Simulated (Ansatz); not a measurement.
# InFe2H3: the cost of one run

Computed with Ansatz 0.2.0 (DFT PBE, scalar-relativistic, plane waves, PAW, unless a step names another level, unless a step's input says otherwise).

2 further runs of the same task are left out: 1 that didn't finish, 1 set aside as unsound or not needed.

**1. The structure to begin with**

It takes space group P-3m1 (No. 164, trigonal). The conventional cell has a = 2.846 Å, b = 2.846 Å, c = 8.018 Å, α = 90.00°, β = 90.00°, γ = 120.00°. In (site symmetry -3m) has 6 H at 2.83 Å and 6 In at 2.85 Å as nearest neighbours. Fe (site symmetry 3m) is surrounded by 6 H at 1.78 to 1.94 Å. H (site symmetry 3m) has 3 Fe at 1.78 Å as nearest neighbours. H (site symmetry -3m) is surrounded by 6 Fe at 1.94 Å.

Coordinates:

```cif
data_structure
_symmetry_space_group_name_H-M 'P 1'
_symmetry_Int_Tables_number 1
_cell_length_a 2.8461
_cell_length_b 2.8461
_cell_length_c 8.0182
_cell_angle_alpha 90.000
_cell_angle_beta 90.000
_cell_angle_gamma 120.000
_cell_volume 56.25
loop_
_atom_site_label
_atom_site_type_symbol
_atom_site_fract_x
_atom_site_fract_y
_atom_site_fract_z
_atom_site_occupancy
In1 In 0.00000 0.00000 0.00000 1
Fe1 Fe 0.33333 0.66667 0.37162 1
Fe2 Fe 0.66667 0.33333 0.62838 1
H1 H 0.33333 0.66667 0.71229 1
H2 H 0.66667 0.33333 0.28771 1
H3 H 0.00000 0.00000 0.50000 1
```

It came out lowest among 17 distinct ends of the trial cells. At a tolerance of 0.05 Å it has space group P-3m1 (No. 164). Site moments: 0.0 2.0 2.0 0.0 0.0 0.0 μB.

**2. Relaxing to 0.001 eV/Å, on the response runs' mesh and smearing**

The input, input.yaml:

```yaml
crystal:
  lattice:
    - [2.846063545, 0.0, 0.0]
    - [-1.4230317725, 2.4647633308, 0.0]
    - [0.0, 0.0, 8.0182334818]
  atoms:
    - { symbol: In, position: [0.0, 0.0, 0.0] }
    - { symbol: Fe, position: [0.3333333333, 0.6666666667, 0.3716176084], spin: 2.17 }
    - { symbol: Fe, position: [0.6666666667, 0.3333333333, 0.6283823916], spin: 2.17 }
    - { symbol: H, position: [0.3333333333, 0.6666666667, 0.7122891466] }
    - { symbol: H, position: [0.6666666667, 0.3333333333, 0.2877108534] }
    - { symbol: H, position: [0.0, 0.0, 0.5] }
basis:
  ecutwfc: 420
kpoints:
  mp_grid: { grid: [12, 12, 4] }
hamiltonian:
  xc: pbe
scf:
  occupations: { method: gaussian, width: 0.1 }
output:
  forces: true
  stress: true
  eigenvalues: true
  populations: true
magnetization:
  spin_polarized: true
relax:
  adjacent_minimum: "off"
  f_tol: 0.001
  max_steps: 60
  cell: { stress_tol: 0.01 }
```

Run with:

```
> ansatz run input.yaml --threads 3 --pin off --max-ram 7680MiB --backend cpu --events-out ev --progress --plain --runs-dir out
```

Q: Estimate wall time and peak memory on 3 threads of Arm Neoverse V1, shared host.

About 32 s, with a peak of 0.52 GiB.
